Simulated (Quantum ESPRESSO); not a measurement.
A calculation with Quantum ESPRESSO 7.5 of Ga2As3 (ASE script, structure from a POSCAR):

The input run.py:

```python
import numpy as np
from ase.calculators.espresso import Espresso, EspressoProfile
from ase.io import read

atoms = read('POSCAR')

input_data = {
    'control': {'calculation': 'scf', 'prefix': 'pwscf', 'outdir': './tmp', 'tprnfor': True, 'tstress': True, 'disk_io': 'nowf'},
    'system': {'ecutwfc': 70.0, 'ecutrho': 560.0, 'nbnd': 29, 'occupations': 'smearing', 'smearing': 'fd', 'degauss': 0.00367493},
    'electrons': {'conv_thr': 1e-09, 'electron_maxstep': 120, 'mixing_beta': 0.5},
}
pseudopotentials = {'As': 'As.pbe-n-rrkjus_psl.0.2.UPF', 'Ga': 'Ga.pbe-dn-kjpaw_psl.1.0.0.UPF'}
profile = EspressoProfile(command='pw.x', pseudo_dir='pseudo')
dft = Espresso(profile=profile, input_data=input_data, pseudopotentials=pseudopotentials, kpts=(6, 6, 6), koffset=(0, 0, 0))
atoms.calc = dft

print(f'energy {atoms.get_potential_energy():.8f} eV')
print('forces (eV/A)')
print(np.round(atoms.get_forces(), 6))
print('stress (eV/A^3, Voigt)')
print(np.round(atoms.get_stress(), 8))
print(f'Fermi level {dft.get_fermi_level():.4f} eV')
```

Contents of POSCAR:

```
Ga2As3
1.0
    4.9762400000      0.0000000000      0.0000000000
    0.0000000000      4.9762400000      0.0000000000
    0.0000000000      0.0000000000      4.9762400000
Ga As
2 3
Direct
    0.0000000000      0.0000000000      0.0000000000
    0.5000000000      0.5000000000      0.5000000000
    0.0000000000      0.5000000000      0.5000000000
    0.5000000000      0.0000000000      0.5000000000
    0.5000000000      0.5000000000      0.0000000000
```

Potentials or basis: SSSP 1.3 efficiency PBE.

Run with:

```sh
$ OMP_NUM_THREADS=1 python run.py
```

The cell was built by a generator and needn't be a form met in nature.

Q: Write the same calculation in another form: native input, structure typed inline.

A: As run:

Contents of pw.in:

```
&CONTROL
  calculation = 'scf'
  prefix = 'pwscf'
  outdir = './tmp'
  pseudo_dir = './pseudo'
  tprnfor = .true.
  tstress = .true.
  disk_io = 'nowf'
/
&SYSTEM
  ibrav = 0
  nat = 5
  ntyp = 2
  ecutwfc = 70
  ecutrho = 560
  nbnd = 29
  occupations = 'smearing'
  smearing = 'fd'
  degauss = 0.00367493
/
&ELECTRONS
  conv_thr = 1d-09
  electron_maxstep = 120
  mixing_beta = 0.5
/
ATOMIC_SPECIES
Ga    69.7230 Ga.pbe-dn-kjpaw_psl.1.0.0.UPF
As    74.9216 As.pbe-n-rrkjus_psl.0.2.UPF
CELL_PARAMETERS angstrom
   4.9762400000    0.0000000000    0.0000000000
   0.0000000000    4.9762400000    0.0000000000
   0.0000000000    0.0000000000    4.9762400000
ATOMIC_POSITIONS crystal
Ga     0.0000000000    0.0000000000    0.0000000000
Ga     0.5000000000    0.5000000000    0.5000000000
As     0.0000000000    0.5000000000    0.5000000000
As     0.5000000000    0.0000000000    0.5000000000
As     0.5000000000    0.5000000000    0.0000000000
K_POINTS automatic
6 6 6 0 0 0
```

Potentials or basis: SSSP 1.3 efficiency PBE.

Launch:

```console
$ OMP_NUM_THREADS=1 pw.x -in pw.in > pw.out
```

Both were run:

|  | ASE script, structure from a POSCAR | native input, structure typed inline |
| --- | --- | --- |
| Pressure | 0.2 GPa | 0.2 GPa |
| Band gap on the k mesh | none (metal or under the smearing width) | none (metal or under the smearing width) |

Keys that steer only the numerical path or the files written may differ.
